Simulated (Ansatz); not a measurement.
**LaSb: response to strain**

LaSb is deformed so: zz strain of +2 %. What stress and forces result, by LAPW, PAW and all-electron datasets made for the crystal?

Computed with Ansatz 0.2.0 (DFT PBEsol, scalar-relativistic, unless a step's input says otherwise).

## (1) The starting structure

The structure is cubic, space group Fm-3m (No. 225). The conventional cell has a = 6.490 Å, b = 6.490 Å, c = 6.490 Å, α = 90.00°, β = 90.00°, γ = 90.00°. La (site symmetry m-3m) has 6 Sb at 3.24 to 3.25 Å as nearest neighbours. Sb (site symmetry m-3m) has 6 La at 3.24 to 3.25 Å as nearest neighbours.

Structure file:

```cif
data_structure
_symmetry_space_group_name_H-M 'Fm-3m'
_symmetry_Int_Tables_number 225
_cell_length_a 6.4900
_cell_length_b 6.4900
_cell_length_c 6.4900
_cell_angle_alpha 90.000
_cell_angle_beta 90.000
_cell_angle_gamma 90.000
_cell_volume 273.36
loop_
_atom_site_label
_atom_site_type_symbol
_atom_site_symmetry_multiplicity
_atom_site_Wyckoff_symbol
_atom_site_fract_x
_atom_site_fract_y
_atom_site_fract_z
_atom_site_occupancy
La1 La 4 a 0.00000 0.00000 0.00000 1
Sb1 Sb 4 b 0.50000 0.00000 0.00000 1
```

The file gives the conventional cell by its symmetry; the runs use the cell typed in the input.

Atoms are numbered in the order of the input: La1, Sb2.

## (2) After the deformation

Space group Fm-3m before, I4/mmm after.

## (3) LAPW, all electrons

input.yaml reads:

```yaml
crystal:
  lattice:
    - [0.0, 3.245, 3.3099]
    - [3.245, 0.0, 3.3099]
    - [3.245, 3.245, 0.0]
  atoms:
    - { symbol: La, position: [0.0, 0.0, 0.0] }
    - { symbol: Sb, position: [0.5, 0.5, 0.5] }
kpoints:
  mp_grid: { grid: [10, 10, 10] }
  band_path:
    path:
      - [0.0, 0.0, 0.0]
      - [0.0, 0.5, 0.5]
      - [0.25, 0.75, 0.5]
      - [0.0, 0.5, 0.0]
      - [0.0, 0.0, 0.0]
      - [0.5, 0.5, 0.0]
      - [0.3701460977, 0.6298539023, 0.0]
      - [-0.3701460977, 0.3701460977, 0.0]
      - [0.0, 0.0, 0.0]
    npoints: 5
scf:
  occupations: { method: fermi_dirac, width: 0.05 }
hamiltonian:
  xc: pbesol
  pseudopotentials: { kind: all_electron, lapw: { basis_error: 0.001 } }
output:
  forces: true
  stress: true
  eigenvalues: true
```

The run is started by

```bash
$ ansatz run input.yaml --threads 1 --pin off --max-ram 3072MiB --backend cpu --events-out ev --progress --plain --runs-dir out
```

## (4) PAW on the default files

input.yaml reads:

```yaml
crystal:
  lattice:
    - [0.0, 3.245, 3.3099]
    - [3.245, 0.0, 3.3099]
    - [3.245, 3.245, 0.0]
  atoms:
    - { symbol: La, position: [0.0, 0.0, 0.0] }
    - { symbol: Sb, position: [0.5, 0.5, 0.5] }
kpoints:
  mp_grid: { grid: [10, 10, 10] }
scf:
  occupations: { method: fermi_dirac, width: 0.05 }
hamiltonian:
  xc: pbesol
  pseudopotentials: { kind: paw }
output:
  forces: true
  stress: true
  eigenvalues: true
  efg: { contact_densities: true }
```

## (5) All-electron PAW on datasets made for the crystal

Changes to input.yaml since step 4:

```diff
@@ -14,3 +14,3 @@
   xc: pbesol
-  pseudopotentials: { kind: paw }
+  pseudopotentials: { kind: all_electron, datasets: crystal }
 output:
```

(Steps that only read results are left out.)

What does the calculation give? Wanted: pressure; largest shear or deviatoric stress.

As calculated:

| quantity | value |
| --- | --- |
| pressure | LAPW -1.89, PAW -1.91, crystal datasets -1.89 GPa |
| largest shear or deviatoric stress (LAPW) | 1.38 GPa |

**Reading.** The largest part of the stress beyond the pressure is 1.38 GPa in size, in the zz component; the atoms are carried along and not relaxed. No run of the undeformed cell stands beside it, so the pressure holds what the given cell had before the change. PAW: stress within 0.02 GPa of LAPW. Crystal datasets: stress within 0.01 GPa of LAPW. Spin-orbit coupling is left out, though the cell holds La; in elements this heavy it can shift bands and gaps by tenths of an eV.
